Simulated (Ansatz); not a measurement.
What does this script print? It uses Ansatz's Python interface.

`ch4cl2sisn.xyz`
```text
9

Cl   -2.27740   -0.49430    0.23140
C    -0.74080    0.31270    0.44690
Si    0.49810   -0.87930    0.96880
Sn    0.52140    0.25520   -1.33220
Cl    1.65900    2.25150   -1.50160
H    -0.72670    1.29970    0.98760
H     1.61990   -0.32500    1.83920
H     0.17010   -2.27830    0.92630
H    -0.63510   -0.18860   -2.58350
```

Script `energy.py`:
```python
# -*- coding: utf-8 -*-
import ansatz as az

BASIS_SET = "def2-SVPD"
FUNCTIONAL = "revpbe0"


def main():
    ch4cl2sisn = az.Crystal.molecule_from_extxyz("ch4cl2sisn.xyz")

    setup = ch4cl2sisn.calculation().basis(gaussian=BASIS_SET).functional(FUNCTIONAL)
    outcome = setup.run(threads=1)
    summary = outcome.report

    print("reference energy %16.6f eV" % summary["reference_energy_ev"])
    print("total energy     %16.6f eV" % summary["free_energy_ev"])
    print("occupied (up, down):", summary["n_occupied"], " virtual:", summary["n_virtual"], " frozen:", summary["n_frozen"])

    state = summary["mean_field"]["state"]
    print(f"mean field: {state['energy']['hartree']:.7f} Ha, <S^2> = {abs(state['spin_squared']):.4f}, stability: {state.get('stability', {}).get('kind')}")


if __name__ == "__main__":
    main()
```

`python energy.py` gives:
```text
reference energy    -39840.233712 eV
total energy        -39840.233712 eV
occupied (up, down): [40, 40]  virtual: [122, 122]  frozen: 0
mean field: -1464.1015842 Ha, <S^2> = 0.0000, stability: minimum
```

Reading the output:
- Total energies depend on the basis set; only differences at equal settings carry meaning.
- The geometry is a force-field or estimated start, not a minimum of this method, and the basis set is short of its limit.
- def2 sets replace the cores of elements past krypton by effective core potentials.
- Wall time of the script: 9.7 s on 1 thread of Arm Neoverse V2, with other jobs on the host, peak memory 0.49 GiB.

(A comment or docstring line of the script was reworded after the run, the code is as it ran; lines on the test bed's own set-up are left out of the output.)
